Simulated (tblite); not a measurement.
# C4H9FO2Si2: the cost of one run

The runs use tblite 0.8.0 and PySCF 2.14.0, with density-fitted response routines of our own; the level of theory stands in each step. All values are computed, except where a source is named. Atoms count from 0, in the outputs and in this text.

**1. The molecule as given**

18 atoms, charge 0, multiplicity 1; geometry from: force field or distance geometry start.

Bonds of the start (Å): O0–Si1 1.72, Si1–O2 1.74, O2–C3 1.41, C3–C4 1.32, C4–C5 1.50, C5–Si6 1.88, C4–C7 1.49, C7–F8 1.36, C7–C3 1.49, O0–H9 0.98, Si1–H10 1.49, Si1–H11 1.47, C5–H12 1.08, C5–H13 1.12, Si6–H14 1.46, Si6–H15 1.46, Si6–H16 1.49, C7–H17 1.12.

**2. Optimising the geometry with GFN2-xTB**

The job: settings as JSON, then the geometry in Å.

```
{"job": {"kind": "relax", "xc": "GFN2-xTB", "basis": "xTB"}, "charge": 0, "multiplicity": 1}
O      3.990100     1.358600    -0.625000
Si     3.166400     0.096300     0.204800
O      1.675200     0.670300     0.883200
C      0.556800    -0.157900     0.686300
C     -0.572300    -0.310100     0.027200
C     -1.523900     0.223000    -0.995600
Si    -3.142700     0.452600    -0.069600
C     -0.223400    -1.384400     0.996900
F     -0.921800    -1.488200     2.156800
H      3.415500     2.155500    -0.593600
H      3.986500    -0.365500     1.360000
H      2.929800    -1.053900    -0.673200
H     -1.190000     1.132800    -1.482500
H     -1.703100    -0.580200    -1.750300
H     -4.107200     1.122400    -0.935400
H     -3.559600    -0.840500     0.455600
H     -2.820600     1.313500     1.100900
H      0.035400    -2.337900     0.476800
```

Run with:

```sh
> OMP_NUM_THREADS=1 python probes_run.py task.json out
```

This one command runs all jobs of the session in turn.

**Question.** How long does this first job take on 1 thread of Arm Neoverse V1, shared host, and how much memory does it need?

About 1.6 s, with a peak of 0.18 GiB.
